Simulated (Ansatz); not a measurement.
**UPBE/6-31G(d) (spherical functions) run of C2H6Ga (SMILES C[Ga]C)**

Aim: the energy change on altering one bond length of C2H6Ga at UPBE/6-31G* (spherical functions), from 2 runs. 

Program for the calculation: Ansatz 0.2.0.

70 further runs of the same task are left out: 1 that didn't finish, 69 set aside as unsound or not needed.

### 1 The molecule

C2H6Ga has 9 atoms, charge 0, and is taken as a doublet. SMILES: `C[Ga]C`. The shape is that of a PBE0-D4/def2-TZVP optimisation.

Bond lengths: C1–Ga2 1.998 Å, Ga2–C3 1.998 Å, C1–H4 1.095 Å, C1–H5 1.095 Å, C1–H6 1.089 Å, C3–H7 1.089 Å, C3–H8 1.095 Å, C3–H9 1.095 Å. Some angles: C1–Ga2–C3 118.1°, Ga2–C1–H4 108.6°, Ga2–C1–H5 108.9°, Ga2–C1–H6 113.3°, Ga2–C3–H7 113.3°, Ga2–C3–H8 108.8°, Ga2–C3–H9 108.7°, H4–C1–H5 107.9°, H4–C1–H6 109.0°, H5–C1–H6 109.1°.

### 2 A single-point energy at UPBE/6-31G(d) (spherical functions)

input.yaml reads:

```yaml
crystal:
  periodic: [false, false, false]
  atoms:
    - {symbol: C, position_ang: [-1.246620, 1.163020, 0.175280]}
    - {symbol: Ga, position_ang: [0.456630, 0.385560, 0.873010]}
    - {symbol: C, position_ang: [1.273950, -1.139610, -0.126050]}
    - {symbol: H, position_ang: [-2.014290, 0.382510, 0.177460]}
    - {symbol: H, position_ang: [-1.092470, 1.479700, -0.861100]}
    - {symbol: H, position_ang: [-1.602690, 2.011340, 0.758180]}
    - {symbol: H, position_ang: [2.201980, -1.496820, 0.318200]}
    - {symbol: H, position_ang: [1.469380, -0.822030, -1.155250]}
    - {symbol: H, position_ang: [0.554120, -1.963680, -0.159730]}
basis:
  gaussian: {orbitals: 6-31G_st_-spherical.json}
total_charge: 0
magnetization: {spin_polarized: true, initial_magnetization: 1}
hamiltonian: {xc: {name: PBE}}
accuracy: high
output: {orbitals: {seedname: orbitals}}
```

The basis set 6-31G* is read from a file made from the Basis Set Exchange's data (not shown).

Launch:

```sh
ansatz run input.yaml --threads 1 --pin off --max-ram 3480MiB --events-out events.jsonl --progress --plain --runs-dir runs
```

Log:

```text
Warning: RAYON_NUM_THREADS=1 ignored (pool sized by the plan → 1); use --threads N
Functional definition: PBE
  name "PBE"
  parameter kappa = 0.804
  parameter beta = 0.06672455060314922
  exchange = pbe_x(kappa = kappa, mu = beta*pi^2/3)
  correlation = pbe_c(beta = beta)
1662 factors; integrals over basis functions are off by at most 4.7e-9 eV
mean field evaluation 1: about -54516.4570 eV, gradient 5.4e1 eV
mean field evaluation 2: about -54491.9382 eV, gradient 8.1e1 eV
mean field evaluation 4: about -54530.0347 eV, gradient 4.5e0 eV
mean field evaluation 8: about -54530.0934 eV, gradient 2.2e-2 eV
mean field evaluation 16: about -54530.0934 eV, gradient 1.3e-5 eV
mean field -54530.09339514 eV, -2003.9439704466 hartree, gradient 2.4e-8 eV, S^2 0.751111; 0 other end points of the search recorded, 0 dependent functions left out
reference -54530.09339941 eV, -2003.9439706036 hartree; 25, 24 occupied and 47, 48 virtual orbitals, 1662 factors
Total energy: -54530.09339941 eV, -2003.9439706036 hartree
```

Wall time 8.4 s (1 thread of Arm Neoverse V2, shared host); peak memory 0.26 GiB.

### 3 The distorted shape

molecule.yaml reads:

```yaml
crystal:
  periodic: [false, false, false]
  atoms:
    - {symbol: C, position_ang: [-2.360274, 1.591679, -0.357829]}
    - {symbol: Ga, position_ang: [-0.657024, 0.814219, 0.339901]}
    - {symbol: C, position_ang: [0.160296, -0.710951, -0.659159]}
    - {symbol: H, position_ang: [-3.127944, 0.811169, -0.355649]}
    - {symbol: H, position_ang: [-2.206124, 1.908359, -1.394209]}
    - {symbol: H, position_ang: [-2.716344, 2.439999, 0.225071]}
    - {symbol: H, position_ang: [2.201980, -1.496820, 0.318200]}
    - {symbol: H, position_ang: [0.355726, -0.393371, -1.688359]}
    - {symbol: H, position_ang: [-0.559534, -1.535021, -0.692839]}
basis:
  gaussian: {orbitals: 6-31G_st_-spherical.json}
magnetization: {spin_polarized: true, initial_magnetization: 1}
hamiltonian: {xc: pbe}
accuracy: high
output: {orbitals: {seedname: orbitals}}
```

The basis set 6-31G* is read from a file made from the Basis Set Exchange's data (not shown).

Launch:

```sh
ansatz run molecule.yaml --threads 1 --pin off --max-ram 3480MiB --events-out events.jsonl --progress --plain --runs-dir runs
```

Log:

```text
Warning: RAYON_NUM_THREADS=1 ignored (pool sized by the plan → 1); use --threads N
[... 6 set-up lines as earlier in the session ...]
1664 factors; integrals over basis functions are off by at most 4.7e-9 eV
mean field evaluation 1: about -54506.4768 eV, gradient 5.9e1 eV
mean field evaluation 2: about -54402.7313 eV, gradient 1.1e2 eV
mean field evaluation 4: about -54512.1125 eV, gradient 3.7e1 eV
mean field evaluation 8: about -54525.4779 eV, gradient 4.2e0 eV
mean field evaluation 16: about -54525.6800 eV, gradient 4.1e-2 eV
mean field evaluation 32: about -54525.6800 eV, gradient 4.3e-8 eV
mean field -54525.68003704 eV, -2003.7817825278 hartree, gradient 4.3e-8 eV, S^2 1.146082; 4 other end points of the search recorded, 0 dependent functions left out
reference -54525.68004168 eV, -2003.7817826984 hartree; 25, 24 occupied and 47, 48 virtual orbitals, 1664 factors
Total energy: -54525.68004168 eV, -2003.7817826984 hartree
```

Wall time 25 s (1 thread of Arm Neoverse V2, shared host); peak memory 0.26 GiB.

### 4 What came out

Level: UPBE/6-31G* (spherical functions).

| quantity | value |
| --- | --- |
| first shape: total energy | -2003.94397 Eh |
| first shape: HOMO energy (highest over α and β) | -3.77 eV |
| first shape: LUMO energy (lowest over α and β) | -2.60 eV |
| first shape: ⟨S²⟩ | 0.751 |
| distorted shape: total energy | -2003.78178 Eh |
| distorted shape: HOMO energy (highest over α and β) | -4.01 eV |
| distorted shape: LUMO energy (lowest over α and β) | -3.08 eV |
| distorted shape: ⟨S²⟩ | 1.146 |
| energy change with the C3–H7 bond stretched from 1.089 to 2.396 Å | 4.413 eV |

What this shows: With the C3–H7 bond stretched from 1.089 to 2.396 Å the energy rises by 4.41 eV (102 kcal/mol). The first shape isn't relaxed at this level, so the change isn't measured from a minimum. ⟨S²⟩ (distorted shape) is 1.15 where a pure doublet has 0.75: the reference is spin-contaminated.
